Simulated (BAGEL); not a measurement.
# doublet GeH3Br+: levels of theory compared

Aim: a comparison of 3 runs (UHF/STO-3G, UHF/3-21G, UHF/6-31G*) of doublet GeH3Br+. 

Program for the calculation: BAGEL 1.2.2.

20 further runs of the same task are left out: 5 that didn't finish, 15 set aside as unsound or not needed.

## 1. The structure to begin with

GeH3Br+: 5 atoms, total charge +1, spin state doublet. SMILES of the parent species: `[H][Ge]([H])([H])[Br]`. Geometry: a GFN2-xTB relaxation, a rough one for these elements and not checked as a minimum. That shape belongs to the parent species and isn't relaxed for this state.

Bond lengths: Ge1–Br2 2.258 Å, Ge1–H3 1.499 Å, Ge1–H4 1.499 Å, Ge1–H5 1.499 Å. Angles: Br2–Ge1–H3 107.3°, Br2–Ge1–H4 107.3°, Br2–Ge1–H5 107.2°, H3–Ge1–H4 111.6°, H3–Ge1–H5 111.6°, H4–Ge1–H5 111.6°.

## 2. A single-point energy at UHF/STO-3G (density fitting with qzvpp-jkfit) (run 1)

job.json reads:

```json
{ "bagel" : [

{
  "title" : "molecule",
  "basis" : "sto-3g",
  "df_basis" : "qzvpp-jkfit",
  "angstrom" : true,
  "geometry" : [
    { "atom" : "Ge", "xyz" : [   -0.000710,    0.002030,   -0.184820 ] },
    { "atom" : "Br", "xyz" : [    0.012120,   -0.020250,    2.073140 ] },
    { "atom" : "H", "xyz" : [    1.427480,    0.010840,   -0.638550 ] },
    { "atom" : "H", "xyz" : [   -0.723430,    1.242790,   -0.613540 ] },
    { "atom" : "H", "xyz" : [   -0.715460,   -1.235420,   -0.636230 ] }
  ]
},
{
  "title" : "uhf",
  "charge" : 1,
  "nopen" : 1
},
{
  "title" : "print",
  "file" : "orbitals.molden",
  "orbitals" : true
}

]}
```

The run is started by

```sh
BAGEL_NUM_THREADS=1 BAGEL job.json > job.out
```

Log:

```text
* using 1 threads per process

  ===============================================================
  ===============================================================

  *** Geometry ***

  { "atom" : "Ge", "xyz" : [     -0.001342,      0.003836,     -0.349259 ] },
  { "atom" : "Br", "xyz" : [      0.022903,     -0.038267,      3.917667 ] },
  { "atom" : "H", "xyz" : [      2.697546,      0.020485,     -1.206685 ] },
  { "atom" : "H", "xyz" : [     -1.367085,      2.348533,     -1.159423 ] },
  { "atom" : "H", "xyz" : [     -1.352023,     -2.334605,     -1.202300 ] },

  Number of auxiliary basis functions:      586

  Since a DF basis is specified, we compute 2- and 3-index integrals:
    o Being stored without compression. Storage requirement is 0.007 GB

  Number of basis functions:       39
  Number of electrons      :       70

    * METHOD: MOLECULE                             0.49

  *** Open-shell HF ***

  === Nuclear Repulsion ===
   315.1753964763

      * DIIS with orbital gradients will be used.

  === UHF iteration (sto-3g) ===
      0      -4597.86009788          0.01333806           0.21
      1      -4597.92364483          0.00575289           0.20
      2      -4597.93758425          0.00304073           0.19
[... 47 lines of this table left out ...]
     50      -4597.94472660          0.00000001           0.18
    * SCF iteration converged.

    * S^2 (UHF) is 0.7523

    * Permanent dipole moment:
           (    0.029112,     0.023291,    -0.026674) a.u.

    * METHOD: UHF                                  9.29

    * METHOD: PRINT                                0.01

  ===============================================================
```

Wall time 11 s (1 thread of AMD EPYC 7R43 (Zen 3), shared host); peak memory 0.085 GiB.

## 3. The energy at UHF/3-21G (density fitting with qzvpp-jkfit) (run 2)

input.json reads:

```json
{ "bagel": [

{
  "title": "molecule",
  "basis": "3-21g",
  "df_basis": "qzvpp-jkfit",
  "angstrom": true,
  "geometry": [
    { "atom": "Ge", "xyz": [      -0.000710,       0.002030,      -0.184820 ] },
    { "atom": "Br", "xyz": [       0.012120,      -0.020250,       2.073140 ] },
    { "atom": "H", "xyz": [       1.427480,       0.010840,      -0.638550 ] },
    { "atom": "H", "xyz": [      -0.723430,       1.242790,      -0.613540 ] },
    { "atom": "H", "xyz": [      -0.715460,      -1.235420,      -0.636230 ] }
  ]
},

{
  "title": "uhf",
  "charge": 1,
  "nopen": 1
},

{
  "title": "print",
  "file": "orbitals.molden",
  "orbitals": true
}

]}
```

The run is started by

```sh
BAGEL_NUM_THREADS=1 BAGEL input.json > input.out
```

Log:

```text
* using 1 threads per process

  ===============================================================
  ===============================================================

  *** Geometry ***

  { "atom" : "Ge", "xyz" : [     -0.001342,      0.003836,     -0.349259 ] },
  { "atom" : "Br", "xyz" : [      0.022903,     -0.038267,      3.917667 ] },
  { "atom" : "H", "xyz" : [      2.697546,      0.020485,     -1.206685 ] },
  { "atom" : "H", "xyz" : [     -1.367085,      2.348533,     -1.159423 ] },
  { "atom" : "H", "xyz" : [     -1.352023,     -2.334605,     -1.202300 ] },

  Number of auxiliary basis functions:      586

  Since a DF basis is specified, we compute 2- and 3-index integrals:
    o Being stored without compression. Storage requirement is 0.012 GB

  Number of basis functions:       50
  Number of electrons      :       70

    * METHOD: MOLECULE                             0.61

  *** Open-shell HF ***

  === Nuclear Repulsion ===
   315.1753964763

      * DIIS with orbital gradients will be used.

  === UHF iteration (3-21g) ===
      0      -4626.66257112          0.01838929           0.26
      1      -4626.73794654          0.00895954           0.25
      2      -4626.75608650          0.00436428           0.29
[... 69 lines of this table left out ...]
     72      -4626.76947344          0.00000000           0.24
    * SCF iteration converged.

    * S^2 (UHF) is 0.7533

    * Permanent dipole moment:
           (    0.042320,     0.030984,     0.142280) a.u.

    * METHOD: UHF                                 17.10

    * METHOD: PRINT                                0.02

  ===============================================================
```

It took 19 s on 1 thread of AMD EPYC 7R43 (Zen 3), shared host; peak memory 0.1 GiB.

## 4. The energy at UHF/6-31G(d) (density fitting with qzvpp-jkfit, spherical functions) (run 3)

Edit job.json of step 2 so:

```diff
@@ -4,3 +4,3 @@
   "title" : "molecule",
-  "basis" : "sto-3g",
+  "basis" : "6-31gs.json",
   "df_basis" : "qzvpp-jkfit",
```

The basis set 6-31G* is read from a file made from the Basis Set Exchange's data (not shown).

The run is started by

```sh
BAGEL_NUM_THREADS=1 BAGEL job.json > job.out
```

Log:

```text
* using 1 threads per process

  ===============================================================
  ===============================================================

  *** Geometry ***

  { "atom" : "Ge", "xyz" : [     -0.001342,      0.003836,     -0.349259 ] },
  { "atom" : "Br", "xyz" : [      0.022903,     -0.038267,      3.917667 ] },
  { "atom" : "H", "xyz" : [      2.697546,      0.020485,     -1.206685 ] },
  { "atom" : "H", "xyz" : [     -1.367085,      2.348533,     -1.159423 ] },
  { "atom" : "H", "xyz" : [     -1.352023,     -2.334605,     -1.202300 ] },

  Number of auxiliary basis functions:      586

  Since a DF basis is specified, we compute 2- and 3-index integrals:
    o Being stored without compression. Storage requirement is 0.023 GB

  Number of basis functions:       70
  Number of electrons      :       70

    * METHOD: MOLECULE                             0.89

  *** Open-shell HF ***

  === Nuclear Repulsion ===
   315.1753964763

      * DIIS with orbital gradients will be used.

  === UHF iteration (6-31gs.json) ===
      0      -4648.48477035          0.01621650           0.31
      1      -4648.55391551          0.00934054           0.41
      2      -4648.57275197          0.00588713           0.43
[... 83 lines of this table left out ...]
     86      -4648.58896908          0.00000001           0.29
    * SCF iteration converged.

    * S^2 (UHF) is 0.7582

    * Permanent dipole moment:
           (    0.025273,     0.024943,    -0.091404) a.u.

    * METHOD: UHF                                 31.38

    * METHOD: PRINT                                0.04

  ===============================================================
```

Run time: 33 s. Hardware: 1 thread of AMD EPYC 7R43 (Zen 3), shared host; peak memory 0.13 GiB.

## 5. All runs side by side

```tsv
run	level	energy (Eh)	⟨S²⟩	wall time
1	UHF/STO-3G (density fitting with qzvpp-jkfit)	-4597.944727	0.752	11 s
2	UHF/3-21G (density fitting with qzvpp-jkfit)	-4626.769473	0.753	19 s
3	UHF/6-31G* (density fitting with qzvpp-jkfit, spherical functions)	-4648.588969	0.758	33 s
```

## 6. What came out

| quantity | value |
| --- | --- |
| run 3: total energy | -4648.58897 Eh |
| run 3: ⟨S²⟩ | 0.758 |

What this shows: In run 1 the basis is minimal, so the values are rough. All runs together took 63 s, the longest 33 s.
